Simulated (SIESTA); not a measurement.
# SiNi (P2_13) in SIESTA: reference runs, part 2 of 2

SIESTA 5.4.2. Earlier steps stand in the parts before.

### 3 Single point, PBEsol, collinear spin, ferromagnetic start (atoms moved at random, drawn with an rms of 0.05 Å)

Input file SiNi.fdf:

```
SystemName                      SiNi
SystemLabel                     SiNi
NumberOfSpecies                 2
NumberOfAtoms                   8
%block ChemicalSpeciesLabel
  1  28 Ni
  2  14 Si
%endblock ChemicalSpeciesLabel

LatticeConstant                 1.0 Ang
%block LatticeVectors
     4.5036940000     0.0000000000     0.0000000000
     0.0000000000     4.5036940000     0.0000000000
     0.0000000000     0.0000000000     4.5036940000
%endblock LatticeVectors
AtomicCoordinatesFormat         Fractional
%block AtomicCoordinatesAndAtomicSpecies
     0.1445210000     0.1539400000     0.1530170000  1  Ni
     0.6577110000     0.3535100000     0.8436350000  1  Ni
     0.8456770000     0.6534450000     0.3430980000  1  Ni
     0.3438800000     0.8517910000     0.6388870000  1  Ni
     0.8410850000     0.8465590000     0.8429000000  2  Si
     0.3428620000     0.6490120000     0.1632140000  2  Si
     0.1610180000     0.3448490000     0.6640580000  2  Si
     0.6523450000     0.1538540000     0.3459540000  2  Si
%endblock AtomicCoordinatesAndAtomicSpecies

%block kgrid.MonkhorstPack
    6   0   0  0.0
    0   6   0  0.0
    0   0   6  0.0
%endblock kgrid.MonkhorstPack
XC.Functional                   GGA
XC.Authors                      PBEsol
PAO.BasisSize                   DZP
PAO.EnergyShift                 0.003 Ry
Mesh.Cutoff                     800 Ry
Spin                            polarized
%block DM.InitSpin
    1   1.000
    2   1.000
    3   1.000
    4   1.000
    5   0.000
    6   0.000
    7   0.000
    8   0.000
%endblock DM.InitSpin
OccupationFunction              FD
ElectronicTemperature           0.05 eV
MaxSCFIterations                200
SCF.MustConverge                false
SCF.Mixer.Method                Pulay
SCF.Mixer.Weight                0.1
SCF.Mixer.History               10
SCF.DM.Tolerance                5.0e-05
SCF.H.Tolerance                 1.0e-03 eV
WriteForces                     true
Charge.Mulliken                 end
%block PAO.Basis
  Ni 5
  n=3 0 2
    2.437 0.000
  n=4 0 2
    7.067 0.000
  n=3 1 2
    2.721 0.000
  n=4 1 1
    7.067
  n=3 2 2
    4.466 0.000
%endblock PAO.Basis
```

Potentials or basis: PseudoDojo 0.4 standard (PBEsol files), DZP (energy shift 0.003 Ry; two zetas on semicore shells).

Launch:

```
siesta < SiNi.fdf > SiNi.out 2>&1
```

SiNi.out:

```text
Version         : 5.4.2

                           ***********************
                           *  WELCOME TO SIESTA  *
                           ***********************

 NOTE: Siesta V5 introduces some new defaults for basis-set generation
 NOTE: which might lead to slightly different numerical results.
 NOTE: Please see the manual for full details and compatibility measures.

reinit: Reading from standard input
reinit: Dumping input in INPUT_TMP.17992
************************** Dump of input data file ****************************
SystemName                      SiNi
SystemLabel                     SiNi
NumberOfSpecies                 2
NumberOfAtoms                   8
%block ChemicalSpeciesLabel
  1  28 Ni
  2  14 Si
%endblock ChemicalSpeciesLabel
LatticeConstant                 1.0 Ang
%block LatticeVectors
     4.5036940000     0.0000000000     0.0000000000
     0.0000000000     4.5036940000     0.0000000000
     0.0000000000     0.0000000000     4.5036940000
%endblock LatticeVectors
AtomicCoordinatesFormat         Fractional
%block AtomicCoordinatesAndAtomicSpecies
[... 840 lines left out ...]
   1  8.762   0.962   0.015  -0.118   0.074   0.990   0.990   0.990   0.016
              0.016   0.016   0.157   0.157   0.157   0.987   0.984   0.949

              0.986   0.950  -0.108  -0.107  -0.096  -0.107  -0.097
   2  8.754   0.963   0.014  -0.130   0.079   0.990   0.990   0.990   0.016
              0.016   0.016   0.156   0.156   0.157   0.991   0.987   0.950
[... 5 lines left out ...]
              0.989   0.948  -0.109  -0.108  -0.096  -0.109  -0.096
   4  8.762   0.963   0.015  -0.121   0.074   0.990   0.990   0.990   0.016
              0.016   0.016   0.158   0.159   0.156   0.987   0.984   0.954

              0.983   0.949  -0.108  -0.107  -0.098  -0.106  -0.098

Species: Si
Atom  Qatom  Qorb
               3s      3s      3py     3pz     3px     3py     3pz     3px
               3Pdxy   3Pdyz   3Pdz2   3Pdxz   3Pdx2-y2
   5  2.243   0.602   0.061   0.242   0.234   0.247   0.146   0.149   0.137
              0.082   0.084   0.089   0.082   0.088
   6  2.237   0.602   0.061   0.226   0.225   0.248   0.151   0.150   0.145
              0.085   0.083   0.090   0.083   0.088
   7  2.243   0.603   0.061   0.234   0.222   0.246   0.149   0.154   0.144
              0.084   0.084   0.090   0.083   0.088
   8  2.236   0.600   0.061   0.225   0.224   0.237   0.155   0.153   0.149
              0.084   0.084   0.090   0.083   0.090

mulliken: Qtot =       44.000

Mulliken Atomic Populations:
Atom #   charge [q] valence [e]      Sz [e]  Species
     1     0.475947   17.524053   -0.000063  Ni
     2     0.492241   17.507759   -0.000033  Ni
     3     0.476250   17.523750   -0.000065  Ni
     4     0.475298   17.524702   -0.000070  Ni
     5    -0.487002    4.487002    0.000050  Si
     6    -0.474166    4.474166    0.000057  Si
     7    -0.486793    4.486793    0.000051  Si
     8    -0.471774    4.471774    0.000055  Si
 Total     0.000000               -0.000018

Job completed
```

Run time: 12 min. Hardware: 1 thread of Arm Neoverse V1, shared host; peak memory 0.79 GiB.

Results:

```yaml
Free_energy: -18710.6492 eV
Pressure: -5.0 GPa
Largest_force: 0.611 eV/Å
Band_gap_on_the_k_mesh: none (metal or under the smearing width)
Net_moment: 0.00 μB per cell
```

Forces on the atoms (eV/Å):
```
Ni   0.070 -0.270 -0.009
Ni  -0.179 -0.010  0.281
Ni   0.100 -0.217  0.282
Ni   0.104 -0.059  0.497
Si   0.196  0.128  0.033
Si   0.059  0.041 -0.603
Si  -0.360  0.275 -0.410
Si   0.010  0.113 -0.071
```

Caveat: short orbitals over semicore shells can move pressures by several GPa; the basis of atomic orbitals isn't converged, which shifts pressures, moduli and gaps.
